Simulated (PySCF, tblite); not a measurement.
**C₆H₁₅NSi₂: geometry, infrared bands and NMR shifts**

What infrared bands and NMR shifts should C₆H₁₅NSi₂ (`CC(C)N[Si@@H]1C=CC[SiH2]1`) show?

The runs use tblite 0.8.0 and PySCF 2.14.0, with density-fitted response routines of our own; the level of theory stands in each step. All values are computed, except where a source is named. Atoms count from 0, in the outputs and in this text.

## (1) The molecule as given

24 atoms, charge 0, multiplicity 1; geometry from: force field or distance geometry start.

Bonds of the start (Å): C0–C1 1.52, C1–C2 1.52, C1–N3 1.47, N3–Si4 1.75, Si4–C5 1.83, C5–C6 1.30, C6–C7 1.46, C7–Si8 1.87, Si8–Si4 2.28, C0–H9 1.12, C0–H10 1.12, C0–H11 1.11, C1–H12 1.08, C2–H13 1.11, C2–H14 1.12, C2–H15 1.11, N3–H16 1.04, Si4–H17 1.47, C5–H18 1.11, C6–H19 1.15, C7–H20 1.12, C7–H21 1.11, Si8–H22 1.43, Si8–H23 1.45.

## (2) Geometry optimisation with GFN2-xTB

The job: settings as JSON, then the geometry in Å.

```
{"job": {"kind": "relax", "xc": "GFN2-xTB", "basis": "xTB"}, "charge": 0, "multiplicity": 1}
C     -2.276900    -0.874200    -0.641800
C     -1.970200     0.423700     0.078500
C     -3.020300     0.691600     1.139800
N     -0.645800     0.328500     0.713900
Si     0.514400     0.031300    -0.567300
C      1.626400    -1.398500    -0.311600
C      2.792000    -1.156300     0.198800
C      3.212700     0.190500     0.562800
Si     2.294900     1.447300    -0.469900
H     -2.695600    -0.666300    -1.655300
H     -1.301100    -1.391600    -0.817800
H     -2.938900    -1.557100    -0.068800
H     -2.021500     1.234800    -0.634400
H     -2.872600     1.749700     1.440400
H     -4.044600     0.651700     0.681700
H     -2.912300    -0.005400     2.000600
H     -0.634800    -0.345000     1.505700
H     -0.076700     0.051400    -1.915200
H      1.295800    -2.422700    -0.581400
H      3.517000    -2.022300     0.387600
H      4.290900     0.319600     0.288700
H      3.118900     0.420200     1.645600
H      2.887700     1.706600    -1.746800
H      1.849000     2.612400     0.274100
```

On the command line:

```bash
> OMP_NUM_THREADS=1 python probes_run.py task.json out
```

One launch serves the whole session: the jobs run in the order shown.

**Question.** This job is followed by: GFN2-xTB harmonic vibrations, gas phase; GIAO PBE0/pcSseg-1 NMR shielding, non-relativistic, gas phase. Predict these results of the whole session: strongest single infrared mode (GFN2-xTB); zero-point energy (GFN2-xTB); ¹³C shifts against TMS (PBE0/pcSseg-1); ¹H shifts against TMS (PBE0/pcSseg-1, means over atoms taken as alike); ¹⁵N shifts against NH3 (PBE0/pcSseg-1); ²⁹Si shifts against TMS (PBE0/pcSseg-1).

**Answer**, as computed:

| quantity | value |
| --- | --- |
| strongest single infrared mode (GFN2-xTB) | 2148 cm⁻¹, 579 km/mol |
| zero-point energy (GFN2-xTB) | 121.1 kcal/mol |
| ¹³C shifts against TMS (PBE0/pcSseg-1) | 162.6, 137.7, 48.2, 29.3, 29.0, 21.3 ppm |
| ¹H shifts against TMS (PBE0/pcSseg-1, means over atoms taken as alike) | 7.31, 6.48, 5.56, 3.58, 3.57, 2.83, 2.20, 2.00, 1.17, 1.14, -0.53 ppm |
| ¹⁵N shifts against NH3 (PBE0/pcSseg-1) | 52.8 ppm |
| ²⁹Si shifts against TMS (PBE0/pcSseg-1) | -21.7, -88.9 ppm |

**Reading.** The optimisation took 217 steps and gained 1.323 eV; among the close pairs (by a distance rule), C6–H19 changed most, from 1.145 to 1.087 Å. No mode is imaginary among the 66: a minimum at this level. The strongest single mode, at 2148 cm⁻¹, moves mainly H23. GFN2-xTB is a fitted tight-binding method: band positions and strengths are rough. Its intensities can rank the bands wrongly. At PBE0/pcSseg-1: The widest tensor belongs to C6: span 253 ppm, with a paramagnetic part of -230 ppm.
